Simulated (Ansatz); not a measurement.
# Cl₂F₂H₆OSi₂: search for a transition state

Is there a first-order saddle for this ligand exchange through a proton shuttle, which should form Si1–F7, H6–O9, Si2–H8 and break Si1–Si2, H6–F7, H8–O9, and which two structures does it connect?

Computed with Ansatz 0.2.0, Gaussian basis. Level: PBE0-D4, def2-SVP first, then def2-TZVP.

192 further runs of the same task are left out: 2 that didn't finish, 190 set aside as unsound or not needed.

**1. Where the work starts**

The guess: 13 atoms, charge 0, spin multiplicity 1.

Atoms are counted from 1 here; the program's logs count them from 0.

Bond lengths: Si1–Si2 2.443 Å, Si1–Cl3 2.179 Å, Si1–Cl4 2.015 Å, Si1–F5 1.659 Å, Si1–F7 1.737 Å, Si2–H10 1.457 Å, Si2–H11 1.476 Å, Si2–H12 1.467 Å, H6–O9 0.980 Å, H8–O9 1.201 Å, O9–H13 0.977 Å. Angles: Si2–Si1–Cl3 85.8°, Si2–Si1–Cl4 118.8°, Si2–Si1–F5 119.5°, Si2–Si1–F7 91.6°, Cl3–Si1–Cl4 96.5°, Cl3–Si1–F5 89.8°, Cl3–Si1–F7 170.4°, Cl4–Si1–F5 121.6°, Cl4–Si1–F7 92.8°, F5–Si1–F7 83.5°, Si1–Si2–H10 99.4°, Si1–Si2–H11 117.0°, Si1–Si2–H12 117.6°, H10–Si2–H11 105.5°, H10–Si2–H12 107.7°, H11–Si2–H12 108.2°, H6–O9–H8 100.2°, H6–O9–H13 106.6° and more.

Geometry (Å):

```
atom    x (Å)    y (Å)    z (Å)
 Si1  -0.7887  -0.8283   0.5354
 Si2  -0.1318   0.1536  -1.6025
 Cl3  -0.0931  -2.7169  -0.2990
 Cl4  -2.7072  -1.3860   0.7984
  F5   0.3313  -0.9618   1.7524
  H6   0.6922   1.6741   1.3886
  F7  -1.0613   0.7418   1.2266
  H8   0.8324   0.6150   0.0934
  O9   1.4355   1.2290   0.9306
 H10  -1.1364  -0.4574  -2.4625
 H11  -0.3151   1.6101  -1.7563
 H12   1.1868  -0.2022  -2.1368
 H13   1.7553   0.5289   1.5318
```

Distances that are to change: Si1–F7 1.74 Å, H6–O9 0.98 Å, Si2–H8 2.00 Å, Si1–Si2 2.44 Å, H6–F7 1.99 Å, H8–O9 1.20 Å.

**2. Relaxing the guess with the reacting distances held**

Contents of hold/in.yaml:

```yaml
crystal:
  periodic: [false, false, false]
  atoms:
    - {symbol: Si, position_ang: [-0.788700, -0.828300, 0.535400]}
    - {symbol: Si, position_ang: [-0.131800, 0.153600, -1.602500]}
    - {symbol: Cl, position_ang: [-0.093100, -2.716900, -0.299000]}
    - {symbol: Cl, position_ang: [-2.707200, -1.386000, 0.798400]}
    - {symbol: F, position_ang: [0.331300, -0.961800, 1.752400]}
    - {symbol: H, position_ang: [0.692200, 1.674100, 1.388600]}
    - {symbol: F, position_ang: [-1.061300, 0.741800, 1.226600]}
    - {symbol: H, position_ang: [0.832400, 0.615000, 0.093400]}
    - {symbol: O, position_ang: [1.435500, 1.229000, 0.930600]}
    - {symbol: H, position_ang: [-1.136400, -0.457400, -2.462500]}
    - {symbol: H, position_ang: [-0.315100, 1.610100, -1.756300]}
    - {symbol: H, position_ang: [1.186800, -0.202200, -2.136800]}
    - {symbol: H, position_ang: [1.755300, 0.528900, 1.531800]}
basis:
  gaussian: {orbitals: def2-SVP}
hamiltonian: {xc: pbe0, dispersion: d4}
relax: {f_tol: 0.04, max_steps: 150, escape_saddle: false, constraints: [{distance: [0, 6]}, {distance: [5, 8]}, {distance: [1, 7]}, {distance: [0, 1]}, {distance: [5, 6]}, {distance: [7, 8]}]}
```

The run is started by

```bash
$ ansatz run in.yaml --threads 4 --pin off --events-out ev --progress --plain --max-ram 66560MiB --backend cpu
```

After this run come: A starting Hessian; Saddle search in the small basis; Saddle search in triple zeta; Checking the order of the point; Relaxing after a step of 0.30 Å one way along the mode; Relaxing after a step of 0.30 Å the other way along the mode.

Before running it: what results should come out? Wanted: imaginary mode; barrier from the start side; barrier from the end side; energy of the step; pairs that change; zero-point energy at the saddle.

The runs gave:

| quantity | value |
| --- | --- |
| imaginary mode | 671i cm⁻¹ |
| barrier from the start side | 36.8 kcal/mol |
| barrier from the end side | 56.9 kcal/mol |
| energy of the step | -20.1 kcal/mol |
| pairs that change | Si1–F7 formed, Si2–H8 formed, H6–O9 formed, Si1–Si2 broken, H6–F7 broken, H8–O9 broken |
| zero-point energy at the saddle | 1.813 eV |

In words: One imaginary mode, 671i cm⁻¹, makes this a first-order saddle. The two relaxations end on the structures that were planned. At PBE0-D4/def2-TZVP the electronic barrier is 36.8 kcal/mol, about 62 kT at 298 K, and the step runs 20.1 kcal/mol downhill. A step off the saddle overshot and began above it in energy, so the link to its end is likely but not proven.
